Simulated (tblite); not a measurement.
# C5H11ClGe: the cost of one run

Computed with tblite 0.8.0 and PySCF 2.14.0, with density-fitted response routines of our own, on a single molecule in the gas phase. Atoms are numbered from 0 throughout.

## 1. Starting geometry

18 atoms, charge 0, multiplicity 1; geometry from: force field or distance geometry start.

Bonds of the start (Å): C0–C1 1.35, C1–Cl2 1.76, C1–Ge3 1.92, Ge3–C4 1.92, C4–C5 1.53, C4–C6 1.51, C0–H7 1.09, C0–H8 1.09, Ge3–H9 1.57, Ge3–H10 1.58, C4–H11 1.10, C5–H12 1.09, C5–H13 1.10, C5–H14 1.12, C6–H15 1.11, C6–H16 1.11, C6–H17 1.11.

## 2. Geometry optimisation with GFN2-xTB

The job: settings as JSON, then the geometry in Å.

```
{"job": {"kind": "relax", "xc": "GFN2-xTB", "basis": "xTB"}, "charge": 0, "multiplicity": 1}
C      2.794500    -1.318100     0.212100
C      2.207800    -0.105800     0.358900
Cl     3.174300     1.252600    -0.211900
Ge     0.480000     0.116300     1.160800
C     -0.918900    -0.209900    -0.117800
C     -0.849000     0.933600    -1.134700
C     -2.303900    -0.110200     0.475000
H      3.781800    -1.294500    -0.253900
H      2.307500    -2.236300     0.532200
H      0.271700     1.588800     1.653700
H      0.355800    -0.839800     2.410400
H     -0.869500    -1.183500    -0.629800
H     -0.001000     0.722400    -1.782100
H     -1.807300     1.042600    -1.659800
H     -0.585900     1.858900    -0.554000
H     -2.667300    -1.094400     0.825500
H     -2.982300     0.210900    -0.342200
H     -2.397100     0.672700     1.251500
```

Started as:

```sh
$ OMP_NUM_THREADS=1 python probes_run.py task.json out
```

The driver reads the jobs from task.json and runs them one after another.

**Question.** How long does this first job take on 1 thread of Arm Neoverse N1, shared host?

About 1.4 s.
